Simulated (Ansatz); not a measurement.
# UB3LYP/6-31G(d) (spherical functions) run of SiH2OF (SMILES O[SiH]F)

What is the electronic atomisation energy of SiH2OF at UB3LYP/6-31G* (spherical functions)? 

Program for the calculation: Ansatz 0.2.0.

62 further runs of the same task are left out: 62 set aside as unsound or not needed.

## 1. The molecule

SiH2OF has 5 atoms, charge 0, and is taken as a doublet. As SMILES, `O[SiH]F`. The shape is that of a PBE0-D4/def2-TZVP optimisation. This is one conformer, not always the lowest.

Bond lengths: O1–Si2 1.636 Å, Si2–F3 1.603 Å, O1–H4 0.959 Å, Si2–H5 1.490 Å. Angles: O1–Si2–F3 110.5°, O1–Si2–H5 105.3°, F3–Si2–H5 107.6°, Si2–O1–H4 119.2°.

## 2. A single-point energy at UB3LYP/6-31G(d) (spherical functions)

in.yaml reads:

```yaml
crystal:
  periodic: [false, false, false]
  atoms:
    - symbol: O
      position_ang: [-0.615200, -0.884600, -0.276300]
    - symbol: Si
      position_ang: [0.283900, 0.245700, 0.493100]
    - symbol: F
      position_ang: [0.207000, 1.646500, -0.283100]
    - symbol: H
      position_ang: [-1.564500, -0.765100, -0.338000]
    - symbol: H
      position_ang: [1.688800, -0.242600, 0.404400]
basis:
  gaussian:
    orbitals: 6-31G_st_-spherical.json
magnetization:
  spin_polarized: true
  initial_magnetization: 1
hamiltonian:
  xc: {name: B3LYP}
accuracy: high
output:
  orbitals: {seedname: orbitals}
```

The basis set 6-31G* is read from a file made from the Basis Set Exchange's data (not shown).

Command:

```bash
$ ansatz run in.yaml --threads 1 --pin off --max-ram 3480MiB --events-out events.jsonl --progress --plain --runs-dir runs
```

The log of the run:

```text
Warning: RAYON_NUM_THREADS=1 ignored (pool sized by the plan → 1); use --threads N
Functional definition: B3LYP
  name "B3LYP"
  parameter a0 = 0.2
  parameter ax = 0.72
  parameter ac = 0.81
  exchange = (1 - a0 - ax)*slater_x + ax*b88_x + a0*exact_x
  correlation = (1 - ac)*vwn_rpa_c + ac*lyp_c
1034 factors; integrals over basis functions are off by at most 3.3e-9 eV
mean field evaluation 1: about -12669.5494 eV, gradient 4.0e1 eV
mean field evaluation 2: about -12656.2533 eV, gradient 7.1e1 eV
mean field evaluation 4: about -12674.6779 eV, gradient 4.3e0 eV
mean field evaluation 8: about -12674.8478 eV, gradient 1.3e-1 eV
mean field evaluation 16: about -12674.8479 eV, gradient 8.3e-5 eV
mean field -12674.84793924 eV, -465.7920704465 hartree, gradient 7.4e-8 eV, S^2 0.751439; 0 other end points of the search recorded, 0 dependent functions left out
reference -12674.84797143 eV, -465.7920716296 hartree; 17, 16 occupied and 33, 34 virtual orbitals, 1034 factors
Total energy: -12674.84797143 eV, -465.7920716296 hartree
```

It took 5.4 s on 1 thread of Intel Xeon Platinum 8259CL at 2.50GHz (Skylake/Cascade Lake), shared host; peak memory 0.2 GiB.

## 3. The F atom at the same level

molecule.yaml reads:

```yaml
crystal:
  periodic: [false, false, false]
  atoms:
    - {symbol: F, position_ang: [0.000000, 0.000000, 0.000000]}
basis:
  gaussian:
    orbitals: 6-31G_st_-spherical.json
magnetization:
  spin_polarized: true
  initial_magnetization: 1
hamiltonian:
  xc: {name: B3LYP}
accuracy: high
```

The basis set 6-31G* is read from a file made from the Basis Set Exchange's data (not shown).

Run the same way, it converges to -99.71458 Eh (log not shown).

## 4. The H atom, same level

input.yaml reads:

```yaml
crystal:
  periodic: [false, false, false]
  atoms:
    - symbol: H
      position_ang: [0.000000, 0.000000, 0.000000]
basis:
  gaussian: {orbitals: "6-31G*"}
magnetization: {spin_polarized: true, initial_magnetization: 1}
hamiltonian: {xc: {name: B3LYP}}
accuracy: high
```

Run the same way, it converges to -0.50027 Eh (log not shown).

## 5. The O atom

molecule.yaml reads:

```yaml
crystal:
  periodic: [false, false, false]
  atoms:
    - symbol: O
      position_ang: [0.000000, 0.000000, 0.000000]
basis:
  gaussian:
    orbitals: 6-31G_st_-spherical.json
total_charge: 0
magnetization:
  spin_polarized: true
  initial_magnetization: 2
hamiltonian:
  xc: {name: B3LYP}
accuracy: high
```

The basis set 6-31G* is read from a file made from the Basis Set Exchange's data (not shown).

Run the same way, it converges to -75.05940 Eh (log not shown).

## 6. The Si atom at the same level

run.yaml reads:

```yaml
crystal:
  periodic: [false, false, false]
  atoms:
    - {symbol: Si, position_ang: [0.000000, 0.000000, 0.000000]}
basis:
  gaussian: {orbitals: 6-31G_st_-spherical.json}
magnetization: {spin_polarized: true, initial_magnetization: 2}
hamiltonian: {xc: {name: B3LYP}}
accuracy: high
```

The basis set 6-31G* is read from a file made from the Basis Set Exchange's data (not shown).

Run the same way, it converges to -289.36979 Eh (log not shown).

## 7. What came out

At UB3LYP/6-31G* (spherical functions):

```
                                    quantity          value
                      molecule: total energy  -465.79207 Eh
molecule: HOMO energy (highest over α and β)       -5.78 eV
 molecule: LUMO energy (lowest over α and β)       -2.57 eV
                              molecule: ⟨S²⟩          0.751
                        F atom: total energy   -99.71458 Eh
                                F atom: ⟨S²⟩          0.751
                        H atom: total energy    -0.50027 Eh
                                H atom: ⟨S²⟩          0.750
                        O atom: total energy   -75.05940 Eh
                                O atom: ⟨S²⟩          2.002
                       Si atom: total energy  -289.36979 Eh
                               Si atom: ⟨S²⟩          2.002
               electronic atomisation energy      17.626 eV
```

**Reading.** Taking the molecule apart into free atoms costs 17.63 eV (406 kcal/mol), before zero-point energy and without spin-orbit coupling.
